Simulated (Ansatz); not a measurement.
# C₂H₁₂BNOSi: one species, many methods

One table from this session's results is given with a row withheld; the runs are named, their logs left out.

Program: Ansatz 0.2.0, Gaussian basis. Level of theory: functionals in def2-TZVPP, the program's frozen cores in correlated methods. These are calculated values, not measurements.

Levels to be run: LDA (SPW92), PBE-D4, revPBE-D4, BLYP-D4, r2SCAN-D4, B97M-V, PBE0-D4, B3LYP-D4, r2SCANh-D4, r2SCAN0-D4, HSE06-D4, BHLYP-D4, CAM-B3LYP-D4, LC-ωPBE, ωB97X-V, ωB97M-V, B2PLYP, PBE-QIDH; CCSD(T)/def2-SVP; MP2/def2-TZVPP; RPA on PBE.

1 further run of the same task is left out (it didn't finish). Runs told in other sessions of the task aren't counted.

**The geometry**

An earlier PBE0-D4 in a triple-zeta def2 set relaxation fixed the geometry.

SMILES `C[B-](C)(O)[NH2+][SiH3]`, 18 atoms, charge 0, spin multiplicity 1.

Atoms are counted from 1 here; the program's logs count them from 0.

Bond lengths: C1–B2 1.601 Å, C1–H7 1.096 Å, C1–H8 1.094 Å, C1–H9 1.097 Å, B2–C3 1.605 Å, B2–O4 1.514 Å, B2–N5 1.637 Å, C3–H10 1.099 Å, C3–H11 1.095 Å, C3–H12 1.095 Å, O4–H13 0.959 Å, N5–Si6 1.843 Å, N5–H14 1.016 Å, N5–H15 1.015 Å, Si6–H16 1.477 Å, Si6–H17 1.482 Å, Si6–H18 1.510 Å. Angles: B2–C1–H7 112.5°, B2–C1–H8 110.8°, B2–C1–H9 112.4°, H7–C1–H8 106.7°, H7–C1–H9 107.7°, H8–C1–H9 106.4°, C1–B2–C3 116.9°, C1–B2–O4 111.5°, C1–B2–N5 109.3°, C3–B2–O4 112.4°, C3–B2–N5 109.3°, O4–B2–N5 95.2°, B2–C3–H10 113.3°, B2–C3–H11 112.1°, B2–C3–H12 110.9°, H10–C3–H11 107.2°, H10–C3–H12 106.8°, H11–C3–H12 106.1° and more.

Set-up of the first run:

in.yaml reads:

```yaml
crystal:
  periodic: [false, false, false]
  atoms:
    - {symbol: C, position_ang: [0.436657, -1.907284, 0.363758]}
    - {symbol: B, position_ang: [0.425687, -0.355540, -0.029840]}
    - {symbol: C, position_ang: [1.452023, 0.110831, -1.171880]}
    - {symbol: O, position_ang: [0.486822, 0.528883, 1.198039]}
    - {symbol: N, position_ang: [-1.093085, 0.084244, -0.453633]}
    - {symbol: Si, position_ang: [-1.413702, 1.424104, 0.770170]}
    - {symbol: H, position_ang: [0.232403, -2.558705, -0.493748]}
    - {symbol: H, position_ang: [1.415062, -2.200939, 0.755991]}
    - {symbol: H, position_ang: [-0.295506, -2.146319, 1.145009]}
    - {symbol: H, position_ang: [1.353247, 1.172066, -1.438065]}
    - {symbol: H, position_ang: [1.331854, -0.466764, -2.094757]}
    - {symbol: H, position_ang: [2.488567, -0.040068, -0.851501]}
    - {symbol: H, position_ang: [1.231915, 1.131854, 1.181268]}
    - {symbol: H, position_ang: [-1.769326, -0.668210, -0.359269]}
    - {symbol: H, position_ang: [-1.176033, 0.426676, -1.405874]}
    - {symbol: H, position_ang: [-1.761801, 0.965678, 2.130573]}
    - {symbol: H, position_ang: [-0.625988, 2.665959, 0.584396]}
    - {symbol: H, position_ang: [-2.756292, 1.844835, 0.221264]}
basis:
  gaussian: {orbitals: def2-TZVPP}
hamiltonian: {xc: lda}
output: {orbitals: {seedname: orbitals}}
```

Launch:

```sh
ansatz run in.yaml --threads 4 --pin off --events-out ev --progress --plain --max-ram 11315MiB
```

Among the steps run: LDA; PBE-D4 (GGA); revPBE-D4 (GGA); BLYP-D4 (GGA); r2SCAN-D4 (meta-GGA); B97M-V (meta-GGA); B3LYP-D4 (hybrid); r2SCANh-D4 (hybrid); r2SCAN0-D4 (hybrid); HSE06-D4 (hybrid); BHLYP-D4 (hybrid); CAM-B3LYP-D4 (range-separated); LC-ωPBE (range-separated); ωB97X-V (range-separated); ωB97M-V (range-separated); B2PLYP (double hybrid); PBE-QIDH (double hybrid).

One table of the session follows, with a row left open; its other results are not shown here.

It belongs to the step «Frontier levels by functional». 

```
  functional  HOMO (eV)  gap (eV)
 LDA (SPW92)      -6.32      5.27
      PBE-D4      -6.20      5.37
   revPBE-D4      -6.15      5.44
     BLYP-D4      -6.12      5.35
   r2SCAN-D4      -6.50      6.17
      B97M-V          ?         ?
     PBE0-D4      -7.62      7.61
    B3LYP-D4      -7.42      7.13
  r2SCANh-D4      -7.03      6.96
  r2SCAN0-D4      -7.82      8.13
    HSE06-D4      -7.21      6.84
    BHLYP-D4      -8.99      9.67
CAM-B3LYP-D4      -9.06      9.88
     LC-ωPBE     -10.37     12.46
     ωB97X-V     -10.05     11.91
     ωB97M-V      -9.95     11.41
```

**Question.** Estimate the row for B97M-V.

**Answer.** HOMO (eV): -6.65; gap (eV): 5.92. In the column «HOMO (eV)» it lies between r2SCANh-D4 (-7.03) and r2SCAN-D4 (-6.50).
